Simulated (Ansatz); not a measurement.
# GaH7N2O: the cost of one run

All numbers below are computed with Ansatz 0.2.0 (RKS PBE-D4/def2-SVP).

## 1. The structure to begin with

Bond lengths: Ga1–O2 2.140 Å, O2–H3 1.010 Å, Ga1–N4 1.930 Å, N4–H5 1.060 Å, N4–H6 1.060 Å, Ga1–N7 1.930 Å, N7–H8 1.060 Å, N7–H9 1.060 Å. Angles: Ga1–O2–H3 109.5°, O2–Ga1–N4 120.0°, O2–Ga1–N7 120.0°, N4–Ga1–N7 120.0°, Ga1–N4–H5 120.0°, Ga1–N4–H6 120.0°, H5–N4–H6 120.0°, Ga1–N7–H8 120.0°, Ga1–N7–H9 120.0°, H8–N7–H9 120.0°.

As a file:

```xyz
11

Ga    0.0000    0.0000    0.0000
O     0.0000    0.0000    2.1400
H    -0.9095   -0.2814    2.4771
N     1.6714    0.0000   -0.9650
H     2.1380   -0.9179   -1.2168
H     2.1227    0.9179   -1.2432
N    -1.6714    0.0000   -0.9650
H    -2.3403   -0.8164   -0.8664
H    -1.9204    0.8164   -1.5936
H     0.0838    1.7726    0.5897
H     0.0648    1.3714    1.5381
```

## 2. A restrained relaxation towards end A

Springs on the bonds that form and break draw the guess towards this end; the thresholds are loose.

Contents of input.yaml:

```yaml
crystal:
  periodic: [false, false, false]
  atoms:
    - { symbol: Ga, position_ang: [0.0, 0.0, 0.0] }
    - { symbol: O, position_ang: [0.0, 0.0, 2.14] }
    - { symbol: H, position_ang: [-0.9095, -0.2814, 2.4771] }
    - { symbol: "N", position_ang: [1.6714, 0.0, -0.965] }
    - { symbol: H, position_ang: [2.138, -0.9179, -1.2168] }
    - { symbol: H, position_ang: [2.1227, 0.9179, -1.2432] }
    - { symbol: "N", position_ang: [-1.6714, 0.0, -0.965] }
    - { symbol: H, position_ang: [-2.3403, -0.8164, -0.8664] }
    - { symbol: H, position_ang: [-1.9204, 0.8164, -1.5936] }
    - { symbol: H, position_ang: [0.0838, 1.7726, 0.5897] }
    - { symbol: H, position_ang: [0.0648, 1.3714, 1.5381] }
basis:
  gaussian: { orbitals: def2-SVP }
hamiltonian:
  xc: pbe
  dispersion: d4
relax:
  f_tol: 0.15
  max_steps: 25
  restrain:
    - { distance: [0, 9], at: 2.77, k: 30.0 }
    - { distance: [10, 1], at: 2.21, k: 30.0 }
    - { distance: [0, 1], at: 1.79, k: 30.0 }
    - { distance: [10, 9], at: 0.66, k: 30.0 }
```

Run with:

```
ansatz run input.yaml --threads 2 --pin off --max-ram 3072MiB --backend cpu --events-out ev --progress --plain --runs-dir out
```

What time and memory should one allow on 2 threads of Arm Neoverse N1, shared host?

About 60 s, with a peak of 0.15 GiB.
